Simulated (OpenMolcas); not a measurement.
**Zr²⁺ among point charges: CASSCF levels and susceptibility**

How does a field of 6 point charges split the states of Zr²⁺, and what χT follows?

Method: state-averaged CASSCF, spin-orbit coupling by RASSI with atomic mean-field integrals. Code: OpenMolcas 26.06.

1 further run of the same task is left out (it didn't finish).

**1. Starting point**

| Item | Value |
| --- | --- |
| Species | Zr²⁺ (zirconium, Z = 40, 38 electrons) |
| Basis | ANO-RCC-VDZP [6s5p3d1f], 43 functions |
| Scalar Hamiltonian | DKH2, point nucleus |
| Inactive shells | 1s 2s 2p 3s 3p 3d 4s 4p |
| Active space | 2 electrons in 5 orbitals (4d) |
| Some configurations of this space | 4d² |
| Orbitals | optimised for each spin and parity, averaged over all roots |

The outer shells:

4d2
```
4d [↑ ][↑ ][  ][  ][  ]
```

The ion sits among 6 point charges of -1.7 e arranged as an octahedron (Oh), 1.92 Å from the ion. The active orbitals were held to one l.

The work runs as a chain of OpenMolcas steps in one folder; each step below is one input file. Labels, J, g values, rates, χT and fits are worked out afterwards by a script from the matrices that RASSI stores. The input lists half of the charges; inversion (Group=XYZ) makes the rest.

**2. One- and two-electron integrals**

The input, a.inp:

```
&GATEWAY
Coord
1

Zr 0.0 0.0 0.0
Basis=ANO-RCC-VDZP
Group=XYZ
NoMove
AngMom=0.0 0.0 0.0
AMFI
XField
3 Angstrom 0
1.920000 0.000000 0.000000 -1.700000
0.000000 1.920000 0.000000 -1.700000
0.000000 0.000000 1.920000 -1.700000
&SEWARD
```

On the command line:

```bash
$ OMP_NUM_THREADS=1 MOLCAS_MEM=1689 MOLCAS_PROJECT=a pymolcas a.inp > a.log
```

**3. Reference wave functions, triplets of even parity, 10 roots**

The input, a.inp:

```
&RASSCF
FileOrb=start.orb
Symmetry=1
Spin=3
nActEl=2 0 0
Inactive=9 9
Ras2=5 0
CIRoot=10 10 1
SDav=10
CIMx=300
Iter=120 100
PrWF=0.3
OrbListing=Nothing
MaxOrb=0
SupSym
1
15 4 5 6 7 8 10 11 12 13 14 17 18 19 20 21
0
>>> COPY $Project.JobIph JOB001
```

start.orb holds the contracted functions of the basis, ordered by shell, or the orbitals of the step before.

**4. Reference wave functions, singlets of even parity, 15 roots**

The input, a.inp:

```
&RASSCF
FileOrb=start.orb
Symmetry=1
Spin=1
nActEl=2 0 0
Inactive=9 9
Ras2=5 0
CIRoot=15 15 1
SDav=15
CIMx=300
Iter=120 100
PrWF=0.3
OrbListing=Nothing
MaxOrb=0
SupSym
1
15 4 5 6 7 8 10 11 12 13 14 17 18 19 20 21
0
>>> COPY $Project.JobIph JOB002
```

**5. RASSI: spin-orbit coupling between the states**

The input, a.inp:

```
&RASSI
NrOfJobIphs=2 10 15
1 2 3 4 5 6 7 8 9 10
1 2 3 4 5 6 7 8 9 10 11 12 13 14 15
IphNames
JOB001
JOB002
EJob
SpinOrbit
DIPRint=1.0
SOCoupling=1000.0
Subsets=2
Property=9
'ANGMOM' 1 'ANGMOM' 2 'ANGMOM' 3 'MLTPL  1' 1 'MLTPL  1' 2 'MLTPL  1' 3
'AMFI' 1 'AMFI' 2 'AMFI' 3
SOProperty=3
'ANGMOM' 1 'ANGMOM' 2 'ANGMOM' 3
```

Before running it: what results should come out? Wanted: spin-free ground state; first state of the same spin within the active space; lowest level; next level.

As calculated:

| quantity | value |
| --- | --- |
| method | CASSCF |
| spin-free ground state | 3T1, 3-fold in its orbital part |
| first state of the same spin within the active space | 3T2 at 35100 cm⁻¹ |
| lowest level | 2-fold E, g = 0.00, 0.00, 0.00 |
| next level | 1.9 cm⁻¹ |
| χT at 300 K | 0.97 cm³ K/mol |
| effective moment at 300 K | 2.79 μB |

In words: The spin-free ground state (3T1) comes to 84 % from free-ion F terms and keeps the highest spin of the shell. χT at 300 K is 0.97, against 1.00 cm³ K/mol for the spin alone; near agreement at one temperature doesn't show that the orbital moment is quenched. A ligand-field fit to the states below 45000 cm-1 gives 10Dq = 36599 cm-1, B = 488 cm-1 and C = 1783 cm-1 (C/B = 3.65), with a deviation of 117 cm-1. The field of point charges can differ much from that of real complexes. This is an electrostatic model: the charges have no orbitals.
